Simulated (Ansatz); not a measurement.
From input file to script: TiO2, space group R-3m in Ansatz 0.2.0.

```yaml
crystal:
  lattice:
    - [1.497331, 0.864485, 6.981544]
    - [-1.497331, 0.864485, 6.981544]
    - [0.0, -1.728969, 6.981544]
  atoms:
    - { symbol: Ti, position: [0.0, 0.0, 0.0] }
    - { symbol: O, position: [0.620467, 0.620467, 0.620467] }
    - { symbol: O, position: [0.379533, 0.379533, 0.379533] }
basis:
  ecutwfc: 380.9594074438
  xc_grid: 1
kpoints:
  mp_grid: { grid: [4, 4, 4] }
hamiltonian:
  xc: r2scan
  dispersion: d3bj
scf:
  n_extra_bands: 6
  occupations: { method: fixed }
relax:
  f_tol: 0.1
  max_displacement: 0.05
  cell: { stress_tol: 0.01, fix: [volume] }
output:
  dos: { de: 0.1, method: { smearing: { sigma: 0.2 } }, projected: true }
```

Launched from the shell:
```console
$ ansatz run input.yaml --threads 1 --pin off --max-ram 3072MiB --backend cpu --events-out ev --progress --plain --runs-dir out
Warning: basis.ecutwfc = 380.9594074438 eV is below the records' recommended 500 eV, and the density's cutoff is lower with it unless basis.ecutrho_ratio is high enough to keep the records' density cutoff: compare with a run at a higher cutoff
Warning: the engine holds no damping parameters fitted to this dispersion correction and functional, so the run takes those fitted to r2scan beside the three-body term, which d3bj leaves out (hamiltonian.dispersion, under Limitations)
basis.fft_grid_basis auto: the FFT boxes are laid along the combinations [[1, 0, -1], [0, 1, -1], [0, 0, 1]] of the cell's own vectors, 2.995, 2.995 and 7.192 Å long. The dense box has 20×20×48 points. Along the cell's own vectors, as sized, it would have 48×48×48, 5.76 times as many. Of the 12 symmetry operations that the crystal satisfies within [...]
scf.n_extra_bands = 6 over 12 filled bands (N_el = 24.0): the run solves 18 bands
Engine: ansatz 0.2.0, aarch64-unknown-linux-gnu
Pseudopotentials: kind: paw
Pseudopotential: Ti, paw, valence charge 12, recommended cutoff 500 eV (meta_gga), Ti.paw.azcp
Pseudopotential: O, paw, valence charge 6, recommended cutoff 500 eV (meta_gga), O.paw.azcp
Functional definition: r2SCAN
  parameter k0 = 0.174
  parameter k1 = 0.065
  parameter a1 = 4.9479
  exchange = r2scan_x(k0 = k0, k1 = k1, a1 = a1)
  correlation = r2scan_c
Crystal: 3 atoms, lattice volume = 54.222 Å³
Basis set: ecut = 380.9594074438 eV, 941 PW (Γ), FFT grids on a1−a3, a2−a3, a3
Bands: 18, of which v1, the nominal top of the filled ones, is band 12 counted from 1 (11 counted from 0)
Symmetry: 12 space group operations
Space group: R-3m (ITA 166), of the structure as read, at distance tolerance 3.8e-5 Å
k-points: 13 of 64
Non-local potential: Ti, projectors of the file, l = 0: 3, l = 1: 2, l = 2: 3, l = 3: 1
Non-local potential: O, projectors of the file, l = 0: 2, l = 1: 2, l = 2: 1
PAW form: soft (Blöchl's): semilocal exchange-correlation on the pseudo side does not see the compensation charge
PAW frozen core: Ti, regenerated for the run's functional (the file was generated under x = pbe(κ = 0.804, μ = 0.2195149727645171), c = pbe(β = 0.06672455060314922))
PAW frozen core: O, regenerated for the run's functional (the file was generated under x = pbe(κ = 0.804, μ = 0.2195149727645171), c = pbe(β = 0.06672455060314922))
PAW one-centre angular grid: Ti, 590 points (default); XC on 160 Gauss nodes
PAW one-centre angular grid: O, 302 points (default); XC on 160 Gauss nodes
Initial density: superposition of atomic densities (neutral atoms: chi_scale 0, normalization atom), corrected by the library's trained network
Initial wavefunctions: pseudopotential atomic-orbital guess
Functional: x = r2scan, c = r2scan; τ floored in thin density (d = 2e-4 eV/Å³)
SCF iter   1: F=—  HF=-3645.875015 eV  |F-HF|=—  |Δ(HF+E_count)|=         —  Δρ=2.12e-2  dr2=2.96e-1  dr2_τ=1.93e-1  ethr=1.77e-3  ⟨swp⟩=4.5  Hψ=1055  notcnv=0  defer=44
preconditioner: auto → none  [insulator: Δε(μ)=3.606 eV  Ē_g=12.412 eV  n_scr=4 (ndim 8)  ℏωp=20.2 eV  f_vac=0.405  ε∞_Penn≈3.6]
SCF iter   2: F=—  HF=-3645.996642 eV  |F-HF|=—  |Δ(HF+E_count)|=   1.22e-1  Δρ=3.21e-2  dr2=5.89e-1  dr2_τ=5.94e-2  ethr=1.23e-3  ⟨swp⟩=3.2  Hψ=555  notcnv=0  defer=50
SCF iter   3: F=—  HF=-3645.899352 eV  |F-HF|=—  |Δ(HF+E_count)|=   9.73e-2  Δρ=8.23e-3  dr2=2.51e-2  dr2_τ=1.12e-3  ethr=1.23e-3  ⟨swp⟩=2.8  Hψ=331  notcnv=0  defer=42
SCF iter   4: F=—  HF=-3645.896687 eV  |F-HF|=—  |Δ(HF+E_count)|=   2.67e-3  Δρ=3.50e-3  dr2=7.29e-3  dr2_τ=4.77e-4  ethr=1.05e-4  ⟨swp⟩=1.8  Hψ=239  notcnv=0  defer=52
SCF iter   5: F=—  HF=-3645.895339 eV  |F-HF|=—  |Δ(HF+E_count)|=   1.35e-3  Δρ=5.35e-4  dr2=1.77e-4  dr2_τ=9.52e-6  ethr=3.04e-5  ⟨swp⟩=2.3  Hψ=313  notcnv=0  defer=52
SCF iter   6: F=—  HF=-3645.895323 eV  |F-HF|=—  |Δ(HF+E_count)|=   1.68e-5  Δρ=8.39e-5  dr2=1.27e-6  dr2_τ=4.53e-7  ethr=7.36e-7  ⟨swp⟩=2.5  Hψ=369  notcnv=0  defer=52
SCF iter   7: F=—  HF=-3645.895329 eV  |F-HF|=—  |Δ(HF+E_count)|=   6.17e-6  Δρ=2.67e-5  dr2=1.67e-7  dr2_τ=3.37e-8  ethr=5.31e-9  ⟨swp⟩=2.3  Hψ=380  notcnv=0  defer=29
SCF iter   8: F=-3645.895329 eV  HF=-3645.895329 eV  |F-HF|=8.13e-8  |Δ(HF+E_count)|=   1.37e-7  Δρ=9.49e-6  dr2=5.78e-8  dr2_τ=3.24e-9  ethr=4.17e-10  ⟨swp⟩=9.3  Hψ=1050  notcnv=0
SCF 1 converged in 8 iterations: F = -3645.895329 eV  dr2 = 5.78e-8
  greatest PAW one-centre occupation: 0.999 electrons in one spin orbital (limit 2), on the Ti atom at site 0 (counted from 0), in its partial waves of l = 0
relax step   1: F+E_penalty+E_count = -3645.89532886 eV  Δ(F+E_penalty+E_count) = +0.000e0 eV  max|allowed force component| = 4.486e-1 eV/Å  Δτ_max = 0.0000 Å  P = -3.829 GPa  Ω = 54.222 Å³  fix = [volume]  reactions: volume -3.829 GPa  (8 SCF iters, dr2 threshold 1.00e-7 eV, accepted)
Basis set: ecut = 380.9594074438 eV, 935 PW (Γ), FFT grids on a1−a3, a2−a3, a3
Initial density: handed on by an earlier stage of this run
Initial wavefunctions: those handed on with the density
iter 1 solved again at ethr=5.69e-6 eV; its pass at ethr=3.10e-3 eV (dr2=1.37e-3 eV) is discarded
SCF iter   1: F=—  HF=-3645.895305 eV  |F-HF|=—  |Δ(HF+E_count)|=         —  Δρ=2.05e-3  dr2=1.41e-3  dr2_τ=3.29e-2  ethr=5.69e-6  ⟨swp⟩=2.0  Hψ=1172  notcnv=0  defer=52
preconditioner: auto → none  [insulator: Δε(μ)=3.125 eV  Ē_g=12.137 eV  n_scr=4 (ndim 8)  ℏωp=20.2 eV  f_vac=0.412  ε∞_Penn≈3.8]
[... 82 lines left out ...]
Free energy (F): -3645.910281 eV
Harris-Foulkes:  -3645.910281 eV  (|F-HF|=1.36e-11)
Internal energy: -3645.910281 eV  (E = F + TS)
E sigma→0 (E₀):  -3645.910281 eV
Fermi energy:    0.947410 eV
--- Per-component energies (eV) ---
  E_band       = -392.338934
  E_kinetic    = 626.468649
  E_local      = -4227.245832  (includes V_loc(G=0)·N_el)
  E_nonlocal   = 95.376303
  E_hartree    = 1842.912819
  E_xc         = -241.497735
  E_vxc        = -347.307502  (∫ρ·V_xc dr)
  E_paw        = -1373.458138  (= ΣΔE_a)
  E_vpaw       = -248.798674  (= ΣTr[D̂ρ^β])
  E_aug_tail   = 0.005381  (compensation charges beyond the density's cutoff)
  E_vtau       = 23.337134  (kinetic-family band-sum trace: ∫τ·v_τ [+ j·A + Jᵃ·Aᵃ] dr)
  E_ewald      = -367.958223
  E_disp       = -0.196166  (pairwise vdW)
  E_core_change = -0.317339  (= ΣΔE_core)
  E_smearing   = -0.000000  (= −TS)
  E_closure    = 0.000000  (closes the sum)
  Σ components = -3645.910281   (vs F -3645.910281, Δ=0.00e0)
--- Forces (eV/Å), atoms counted from 1 ---
  atom   1  Ti    -0.00000000     0.00000000     0.00000000
  atom   2  O      0.00000000     0.00000000     0.00005235
  atom   3  O      0.00000000    -0.00000000    -0.00005235
  max |Σ_I F_I| component: 1.97e-31 eV/Å
--- Stress (GPa, compression-positive) ---
       -0.533333       0.000000       0.000000
        0.000000      -0.533333       0.000000
        0.000000       0.000000      -0.529181
  P = ⅓ Tr σ = -0.5319 GPa (-5.319 kbar)
--- Band table (eV; the first three rows and the last of 13) ---
  k-point 0: bands = ["-57.5585", "-32.7686", "-32.4695", "-32.4695", "-17.5399", "-15.6849", "-2.8543", "-2.8543", "-2.7905", "0.3272", "0.7744", "0.7744", "4.0980", "4.0980", "5.8927", "8.4481", "8.4481", "8.8728"]
  k-point 1: bands = ["-57.5204", "-32.7963", "-32.6921", "-32.5291", "-16.8498", "-16.0290", "-2.9528", "-2.3141", "-2.1225", "-1.1088", "-0.0596", "0.9474", "4.5211", "4.9766", "5.5649", "7.4678", "8.1945", "10.4894"]
  k-point 2: bands = ["-57.4821", "-33.1006", "-32.6189", "-32.5879", "-16.6471", "-15.8259", "-3.6286", "-1.9541", "-1.6592", "-0.7418", "-0.3039", "0.3096", "4.3622", "5.1626", "5.2342", "7.8279", "8.3024", "13.8635"]
  k-point 12: bands = ["-57.5585", "-32.7686", "-32.4695", "-32.4695", "-17.5396", "-15.6853", "-2.8543", "-2.8543", "-2.7733", "0.2842", "0.7743", "0.7743", "4.0980", "4.0980", "5.9051", "8.4481", "8.4481", "9.5621"]
--- Relaxed structure (6 steps of the walk, 6 accepted, 3 SCFs on fresh bases) ---
  F+E_penalty+E_count = -3645.91028101 eV   max|allowed force component| = 5.235e-5 eV/Å   (the final SCF, on the basis selected at the relaxed cell)
  cell:  # Å, volume = 54.2223 Å³
    - [1.487852713057721, 0.8590123331953344, 7.070780145344682]
    - [-1.487852713057721, 0.8590123331953344, 7.070780145344682]
    - [4.5866818646367035e-33, -1.7180241599998378, 7.070780206864892]
  atoms:
    - { symbol: Ti, position: [-8.349827584366566e-20, -8.349827584366629e-20, -8.349828036763705e-20] }
    - { symbol: O, position: [0.6217545885368755, 0.6217545885368755, 0.6217545885368754] }
    - { symbol: O, position: [0.3782454114631245, 0.3782454114631245, 0.37824541146312446] }
```

Script `tio2_vcrelax.py`:
```python
# -*- coding: utf-8 -*-
"""Relax cell and ions of TiO2."""

from collections import defaultdict

import ansatz as az
from ase import Atoms
from ase.io import write
from ase.neighborlist import neighbor_list
import numpy as np

def edges_and_angles(cell):
    cell = np.asarray(cell)
    a, b, c = np.linalg.norm(cell, axis=1)
    cosines = cell[1] @ cell[2] / (b * c), cell[0] @ cell[2] / (a * c), cell[0] @ cell[1] / (a * b)
    return (a, b, c, *np.degrees(np.arccos(cosines)))


def main():
    tio2 = (
        az.Lattice.of([1.497331, 0.864485, 6.981544], [-1.497331, 0.864485, 6.981544], [0.0, -1.728969, 6.981544])
        .atom("Ti", [0.0, 0.0, 0.0])
        .atom("O", [0.620467, 0.620467, 0.620467])
        .atom("O", [0.379533, 0.379533, 0.379533])
    )

    # shape and ions at fixed volume
    setup = (
        tio2.calculation()
        .occupations("fixed")
        .kpoints(4)  # the mesh must be finer for metals
        .basis(14 * az.Ha, xc_grid=1)
        .functional(az.Functional.R2SCAN, dispersion="d3bj")
        .scf(extra_bands=6)
        .relax(force_tolerance=0.1, max_displacement=0.05, fix_cell=["volume"], stress_tolerance=0.01)
        .density_of_states(energy_step=0.1, method="smearing", broadening_width=0.2, projected=True)  # states per eV and cell
    )
    steps = []


    def follow(event):
        if event["event"] != "relax_step":
            return
        row = event["data"]
        steps.append(row)
        print(f"step {row['step']:3d}  E = {row['lagrangian_ev']:.5f} eV  largest force component = {row['allowed_force_max_ev_ang']:.4f} eV/A  P = {row['pressure_gpa']:.3f} GPa")


    res = setup.session().plan(threads=1).execute(on_event=follow)
    summary = res.report

    first, last = steps[0], steps[-1]
    symbols = [site.symbol for site in res.lattice.sites]
    print(f"energy gained {first['lagrangian_ev'] - last['lagrangian_ev']:.4f} eV in {len(steps) - 1} steps")
    for label, vectors in (("before", first["cell_ang"]), ("after", res.lattice.cell_ang)):
        print(label, "a b c (A) {:.4f} {:.4f} {:.4f}  angles {:.2f} {:.2f} {:.2f}".format(*edges_and_angles(vectors)), f" V = {abs(np.linalg.det(vectors)):.3f} A^3")
    print("final stress xx yy zz (GPa, compression positive):", np.round(np.diag(summary["stress_gpa"]), 3) + 0.0)

    change = np.array(last["positions_ang"]) @ np.linalg.inv(last["cell_ang"]) - np.array(first["positions_ang"]) @ np.linalg.inv(first["cell_ang"])
    moved = np.linalg.norm(change @ np.array(last["cell_ang"]), axis=1)
    print("displacement within the cell, strain taken out (A):", " ".join(f"{s}:{d:.3f}" for s, d in zip(symbols, moved)))

    relaxed = Atoms(symbols, positions=[site.position_ang for site in res.lattice.sites], cell=res.lattice.cell_ang, pbc=True)
    write("relaxed.cif", relaxed, format="cif")

    final = Atoms(symbols, positions=last["positions_ang"], cell=res.lattice.cell_ang, pbc=True)
    i, j, d = neighbor_list("ijd", final, 4.5)
    print("neighbours within 1.2 times the shortest distance of each atom (A)")
    for atom in range(len(final)):
        near = [m for m in np.argsort(d) if i[m] == atom]
        shell = [m for m in near if d[m] < 1.2 * d[near[0]]]
        print(f"{symbols[atom]}{atom} ({len(shell)}):", ", ".join(f"{symbols[j[m]]} {d[m]:.3f}" for m in shell))

    for key in ("converged", "n_iterations", "n_electrons", "n_kpoints", "n_pw", "n_symmetry_ops", "free_energy_ev", "fermi_energy_ev"):
        print(f"{key:18s} {summary[key]}")

    dos = res.density_of_states()
    energy = np.asarray(dos.energies_ev) - dos.fermi_ev
    projected = res.projected_density_of_states()
    by_shell = defaultdict(float)
    for site in projected.sites:
        for shell in site.shells:
            for part in shell.curves:
                by_shell[f"{site.species} {'spdf'[shell.l]}"] += np.sum(part.g_bin_mean_per_ev, axis=0)
    print("E - E_F  " + " ".join(f"{name:>7s}" for name in by_shell))
    for e in np.arange(-8, 8 + 0.1, 1.0):
        print(f"{e:7.1f}  " + " ".join(f"{np.interp(e, energy, curve):7.3f}" for curve in by_shell.values()))


if __name__ == "__main__":
    main()
```

```console
$ python tio2_vcrelax.py
DeckWarning: basis.ecutwfc = 380.959407443832 eV is below the records' recommended 500 eV, and the density's cutoff is lower with it unless basis.ecutrho_ratio is high enough to keep the records' density cutoff: compare with a run at a higher cutoff
DeckWarning: the engine holds no damping parameters fitted to this dispersion correction and functional, so the run takes those fitted to r2scan beside the three-body term, which d3bj leaves out (hamiltonian.dispersion, under Limitations)
step   1  E = -3645.89533 eV  largest force component = 0.4486 eV/A  P = -3.829 GPa
step   2  E = -3645.90783 eV  largest force component = 0.1052 eV/A  P = -1.730 GPa
step   3  E = -3645.90926 eV  largest force component = 0.0022 eV/A  P = -0.641 GPa
step   4  E = -3645.90927 eV  largest force component = 0.0008 eV/A  P = -0.687 GPa
step   5  E = -3645.90991 eV  largest force component = 0.0016 eV/A  P = -0.675 GPa
step   6  E = -3645.90997 eV  largest force component = 0.0013 eV/A  P = -0.548 GPa
step   7  E = -3645.91017 eV  largest force component = 0.0010 eV/A  P = -0.546 GPa
step   8  E = -3645.91017 eV  largest force component = 0.0003 eV/A  P = -0.532 GPa
step   9  E = -3645.91028 eV  largest force component = 0.0001 eV/A  P = -0.532 GPa
energy gained 0.0150 eV in 8 steps
before a b c (A) 7.1924 7.1924 7.1924  angles 24.03 24.03 24.03  V = 54.222 A^3
after a b c (A) 7.2765 7.2765 7.2765  angles 23.60 23.60 23.60  V = 54.222 A^3
final stress xx yy zz (GPa, compression positive): [-0.533 -0.533 -0.529]
displacement within the cell, strain taken out (A): Ti:0.000 O:0.027 O:0.027
neighbours within 1.2 times the shortest distance of each atom (A)
Ti0 (6): O 1.964, O 1.964, O 1.964, O 1.964, O 1.964, O 1.964
O1 (3): Ti 1.964, Ti 1.964, Ti 1.964
O2 (3): Ti 1.964, Ti 1.964, Ti 1.964
converged          True
n_iterations       7
n_electrons        24.0
n_kpoints          13
n_pw               935
n_symmetry_ops     12
free_energy_ev     -3645.9102810052095
fermi_energy_ev    0.9474098367208756
E - E_F     Ti s    Ti p    Ti d     O s     O p
   -8.0    0.000   0.000   0.000   0.000   0.000
   -7.0    0.000   0.000   0.000   0.000   0.000
   -6.0    0.000   0.000   0.000   0.000   0.000
   -5.0    0.001   0.000   0.004   0.000   0.010
   -4.0    0.031   0.013   0.642   0.034   1.632
   -3.0    0.054   0.010   0.748   0.096   2.224
   -2.0    0.073   0.014   0.554   0.048   2.475
   -1.0    0.000   0.024   0.247   0.000   2.058
    0.0    0.002   0.008   0.026   0.001   2.338
    1.0    0.000   0.000   0.000   0.000   0.000
    2.0    0.000   0.000   0.000   0.000   0.000
    3.0    0.000   0.000   0.413   0.000   0.005
    4.0    0.008   0.001   2.674   0.001   0.295
    5.0    0.006   0.000   0.262   0.001   0.106
    6.0    0.000   0.000   0.007   0.001   0.002
    7.0    0.006   0.002   2.101   0.229   0.758
    8.0    0.061   0.000   0.002   0.026   0.002
```
(Warnings from the package without file and line.)

Caveats:
- The settings weren't tested for convergence.
- The cutoff lies under the one recommended for these potentials.
- Spin is left out of this run.
- Semilocal gaps usually lie well under measured ones.
- The dispersion term runs with damping parameters of another functional.
- Under the recommended cutoff a pressure can be off by several GPa, even in sign.
- Part of the cell is held or a pressure is applied, so the end point needn't be the zero-pressure lattice.
- Under fixed occupations the level called the Fermi level is the highest filled one on the SCF mesh; off the mesh a filled band can lie a little above it.
- Energy and stress may still move on a finer k-point mesh.
- Only differences from the Fermi energy are physical; the zero of the scale is a convention.
- Projections exist only for the shells that the potentials hold, some of them semicore, and samples at single energies can miss narrow peaks.
- Energies along a relaxation are free energies. Rows at an unchanged volume are solved on a plane-wave basis chosen afresh for that cell, so the energy jumps there and such rows are no steps of the walk.
- Edges and angles are those of the cell as typed, here a primitive one, not of the conventional cell.
- xc_grid=1 is under the default for a meta-GGA and makes forces and stresses depend on the grid.
- The crystal has a gap of about 3.15 eV on the mesh; any density of states at or just above the Fermi level is the tail of the broadening.
- The structure comes from a database of computed cells and needn't be a stable or known phase.
- The computed bands are complete only to about 7.9 eV above the Fermi level; beyond that the density of states is undercounted.
- The whole script took 14 s on 1 thread of Arm Neoverse V1, with other jobs on the host, peak memory 0.42 GiB.

(Lines on the test bed's own set-up are left out of the output.)
